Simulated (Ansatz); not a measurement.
C2H9FSi2, SMILES CC[SiH](F)[SiH3], a geometry optimisation

Computed with Ansatz's Python interface.

Interactive session:
```pycon
>>> import ansatz as az
>>> import numpy as np
>>> import pandas as pd
>>> GEOMETRY = '''
... C    -1.39180    1.59260    0.72680
... C    -0.17220    0.80750    0.57150
... Si   -0.32070   -0.64500   -0.60950
... F    -0.60340   -0.06820   -2.05030
... Si    1.74430   -1.75030   -0.67150
... H    -1.27640    2.47910    1.41390
... H    -2.24320    1.03470    1.10070
... H    -1.70940    2.08360   -0.25160
... H     0.64230    1.48750    0.27540
... H     0.12270    0.44650    1.58830
... H    -1.37900   -1.56420   -0.12170
... H     2.11150   -2.23350    0.72190
... H     2.78200   -0.79970   -1.10660
... H     1.68020   -2.89970   -1.55850
... '''
>>> geometry = az.Crystal.molecule()
>>> for line in GEOMETRY.strip().splitlines():
...     symbol, *xyz = line.split()
...     geometry = geometry.atom(symbol, [float(v) for v in xyz])
...
>>> base = geometry.calculation().basis(gaussian='def2-SVP').functional('hf')
>>> symbols = [site.symbol for site in geometry.cartesian_sites]
>>> start = np.array([site.position_ang for site in geometry.cartesian_sites], dtype=float)
>>> rep = base.relax(force_tolerance=0.02).run(threads=1, backend='cpu').report

>>> end = np.array(rep['positions_ang'])
>>> for key in ('converged', 'free_energy_ev', 'reference_energy_ev', 'n_frozen', 'n_occupied', 'n_virtual'):
...     print(f'{key:22s} {rep[key]}')
...
converged              True
free_energy_ev         -20626.75232764702
reference_energy_ev    -20626.75232764702
n_frozen               0
n_occupied             [29, 29]
n_virtual              [94, 94]
>>> print('bond        before    after (A)')
bond        before    after (A)
>>> for i, j in [(0, 1), (0, 5), (0, 6), (0, 7), (1, 2), (1, 8), (1, 9), (2, 3), (2, 4), (2, 10), (4, 11), (4, 12), (4, 13)]:
...     d0, d1 = (np.linalg.norm(xyz[i] - xyz[j]) for xyz in (start, end))
...     print(f'{symbols[i]}{i}-{symbols[j]}{j}'.ljust(10), f'{d0:8.4f} {d1:8.4f}')
...
C0-C1        1.4587   1.5336
C0-H5        1.1275   1.0915
C0-H6        1.0844   1.0921
C0-H7        1.1398   1.0913
C1-Si2       1.8779   1.8805
C1-H8        1.1016   1.0949
C1-H9        1.1186   1.0962
Si2-F3       1.5775   1.6253
Si2-Si4      2.3430   2.3671
Si2-H10      1.4842   1.4816
Si4-H11      1.5198   1.4860
Si4-H12      1.4730   1.4843
Si4-H13      1.4533   1.4830
>>> for i, j, k in [(1, 0, 5), (1, 0, 6), (1, 0, 7), (5, 0, 6), (5, 0, 7), (6, 0, 7), (0, 1, 2), (0, 1, 8)]:
...     u, v = end[i] - end[j], end[k] - end[j]
...     print(f'angle {symbols[i]}{i}-{symbols[j]}{j}-{symbols[k]}{k}: {np.degrees(np.arccos(np.clip(u @ v / np.linalg.norm(u) / np.linalg.norm(v), -1, 1))):.2f} deg')
...
angle C1-C0-H5: 111.13 deg
angle C1-C0-H6: 111.42 deg
angle C1-C0-H7: 111.26 deg
angle H5-C0-H6: 107.55 deg
angle H5-C0-H7: 107.71 deg
angle H6-C0-H7: 107.59 deg
angle C0-C1-Si2: 115.13 deg
angle C0-C1-H8: 110.04 deg
>>> charges = rep['charge_distribution']
>>> table = pd.DataFrame({'atom': symbols, 'mulliken': charges['mulliken_charges_e'], 'lowdin': charges['lowdin_charges_e']})
>>> table.round(3)
   atom  mulliken  lowdin
0     C    -0.036   0.043
1     C    -0.424  -0.146
2    Si     0.873   0.316
3     F    -0.491  -0.116
4    Si     0.359   0.279
5     H     0.040  -0.006
6     H     0.036  -0.003
7     H     0.047   0.000
8     H     0.067   0.010
9     H     0.061   0.011
10    H    -0.157  -0.109
11    H    -0.134  -0.096
12    H    -0.124  -0.092
13    H    -0.119  -0.092
>>> print('dipole (e A):', np.round(charges['dipole_moment_e_ang'], 4) + 0.0)
dipole (e A): [0.0566 0.0403 0.3758]
>>> with open('c2h9fsi2_opt.xyz', 'w') as handle:
...     handle.write(f'{len(symbols)}\nrelaxed C2H9FSi2\n')
...     handle.writelines(f'{s:2s} {x:11.6f} {y:11.6f} {z:11.6f}\n' for s, (x, y, z) in zip(symbols, end))
...
20
```

`c2h9fsi2_opt.xyz`, as written:
```text
14
relaxed C2H9FSi2
C    -1.461335    1.672968    0.725413
C    -0.174658    0.845452    0.618342
Si   -0.267849   -0.629151   -0.544859
F    -0.640120   -0.086022   -2.030760
Si    1.791431   -1.788712   -0.678539
H    -1.330411    2.517807    1.403921
H    -2.291477    1.072527    1.103630
H    -1.758027    2.070652   -0.246535
H     0.654529    1.481561    0.291863
H     0.113484    0.463879    1.604784
H    -1.365117   -1.540377   -0.144007
H     2.144839   -2.297137    0.672349
H     2.868290   -0.874820   -1.134827
H     1.703320   -2.937728   -1.611975
```

Reading the output:
- Total energies depend on the basis set; only differences at equal settings carry meaning.
- The end point is the stationary point reached from this start; no frequency run checks that it is a minimum, and the basis set is modest.
- The Löwdin charges here are taken after orthogonalising the functions within each atom; they differ from plain Löwdin charges, and their signs can be unphysical.
- Wall time of the script: 22 s on 1 thread of Arm Neoverse V2, with other jobs on the host, peak memory 0.38 GiB.

(Lines on the test bed's own set-up are left out of the output.)
